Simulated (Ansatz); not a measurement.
# AlH5O4Si: a ladder of functionals and wavefunction methods

How much do the methods differ for AlH5O4Si? The plan is to run it at one geometry with functionals of several rungs and with coupled cluster. The yardstick is the atomisation energy at the CCSD(T) limit.

Method: functionals in def2-TZVPP, the program's frozen cores in correlated methods; program: Ansatz 0.2.0, Gaussian basis.

Levels to be run: LDA (SPW92), PBE-D4, revPBE-D4, BLYP-D4, r2SCAN-D4, B97M-V, PBE0-D4, B3LYP-D4, r2SCANh-D4, r2SCAN0-D4, HSE06-D4, BHLYP-D4, CAM-B3LYP-D4, LC-ωPBE, ωB97X-V, ωB97M-V, B2PLYP, PBE-QIDH; CCSD(T)/def2-SVP; CCSD(T)/def2-TZVPP; MP2/def2-QZVPP; extrapolation to the limit; RPA on PBE.

## (1) The relaxed structure

The geometry comes from an earlier relaxation with PBE0-D4 in a triple-zeta def2 set; it is a stationary point, not always the lowest conformer.

SMILES `O[Si](O)(O)[O][AlH2]`, 11 atoms, charge 0, spin multiplicity 1.

Atoms are counted from 1 here; the program's logs count them from 0.

Bond lengths: O1–Si2 1.632 Å, O1–H7 0.958 Å, Si2–O3 1.633 Å, Si2–O4 1.637 Å, Si2–O5 1.610 Å, O3–H8 0.958 Å, O4–H9 0.958 Å, O5–Al6 1.690 Å, Al6–H10 1.579 Å, Al6–H11 1.579 Å. Angles: Si2–O1–H7 116.1°, O1–Si2–O3 108.0°, O1–Si2–O4 105.3°, O1–Si2–O5 114.5°, O3–Si2–O4 113.9°, O3–Si2–O5 105.4°, O4–Si2–O5 110.0°, Si2–O3–H8 116.4°, Si2–O4–H9 116.9°, Si2–O5–Al6 152.3°, O5–Al6–H10 116.4°, O5–Al6–H11 119.5°, H10–Al6–H11 124.1°.

## (2) LDA

This LDA is Slater exchange with PW92 correlation.

in.yaml

```yaml
crystal:
  periodic: [false, false, false]
  atoms:
    - {symbol: O, position_ang: [-1.498558, -1.251031, -0.511562]}
    - {symbol: Si, position_ang: [-0.414144, -0.486643, 0.439048]}
    - {symbol: O, position_ang: [0.799937, -1.530596, 0.759104]}
    - {symbol: O, position_ang: [-1.254811, -0.018855, 1.763674]}
    - {symbol: O, position_ang: [0.289381, 0.789878, -0.245501]}
    - {symbol: Al, position_ang: [1.326896, 1.500679, -1.374281]}
    - {symbol: H, position_ang: [-2.410049, -0.970905, -0.419873]}
    - {symbol: H, position_ang: [0.543328, -2.414830, 1.023560]}
    - {symbol: H, position_ang: [-0.854722, 0.654053, 2.315347]}
    - {symbol: H, position_ang: [1.884570, 2.932787, -1.011319]}
    - {symbol: H, position_ang: [1.653471, 0.738464, -2.717596]}
basis:
  gaussian: {orbitals: def2-TZVPP}
hamiltonian: {xc: lda}
output: {orbitals: {seedname: orbitals}}
```

Started as:

```sh
$ ansatz run in.yaml --threads 4 --pin off --events-out ev --progress --plain --max-ram 10444MiB
```

After this run come: PBE-D4 (GGA); revPBE-D4 (GGA); BLYP-D4 (GGA); r2SCAN-D4 (meta-GGA); B97M-V (meta-GGA); PBE0-D4 (hybrid); B3LYP-D4 (hybrid); r2SCANh-D4 (hybrid); r2SCAN0-D4 (hybrid); HSE06-D4 (hybrid); BHLYP-D4 (hybrid); CAM-B3LYP-D4 (range-separated); LC-ωPBE (range-separated); ωB97X-V (range-separated); ωB97M-V (range-separated); B2PLYP (double hybrid); PBE-QIDH (double hybrid); CCSD(T) in def2-SVP; CCSD(T) in def2-TZVPP; MP2 in def2-QZVPP; RPA on PBE orbitals.

**Question.** What will the summary of the whole plan be? Wanted: atomisation energy, CCSD(T)/CBS; farthest beyond LDA; mean size of error, GGA; mean size of error, meta-GGA; mean size of error, hybrid; mean size of error, range-separated; mean size of error, double hybrid; gap, smallest and largest; T1 diagnostic.

As calculated:

| quantity | value |
| --- | --- |
| atomisation energy, CCSD(T)/CBS | 45.362 eV |
| functionals within 0.227 eV (0.5 %) | CAM-B3LYP-D4 |
| farthest beyond LDA | BHLYP-D4 (-2.245 eV) |
| mean size of error, GGA | 0.828 eV |
| mean size of error, meta-GGA | 0.287 eV |
| mean size of error, hybrid | 1.270 eV |
| mean size of error, range-separated | 0.391 eV |
| mean size of error, double hybrid | 1.030 eV |
| gap, smallest and largest | 4.90 eV (LDA (SPW92)), 12.04 eV (LC-ωPBE) |
| T1 diagnostic | 0.0116 |
| triples share of the correlation energy | 3.3 % |

LDA overbinds by 5.976 eV (13 %). PBE-D4 misses by -0.259 eV. Double hybrids carry the basis error of their MP2 part in triple zeta, and no dispersion term here, so their miss is partly the set-up's. Taken by rung, meta-GGA functionals do best (0.287 eV on average) and hybrid ones worst beyond LDA (1.270 eV). The gap between the best rungs is small, so their order is not settled. The mean of the hybrids holds BHLYP, with half exact exchange. The reference freezes the cores and leaves out relativity and excitations past (T), so misses under about 0.227 eV can't be ranked. Hartree-Fock recovers 71 % of the binding; the rest is correlation. CCSD(T) in def2-SVP is off by -4.190 eV, which most functionals beat. Orbital gaps span 4.9 to 12.0 eV; exact exchange widens them.
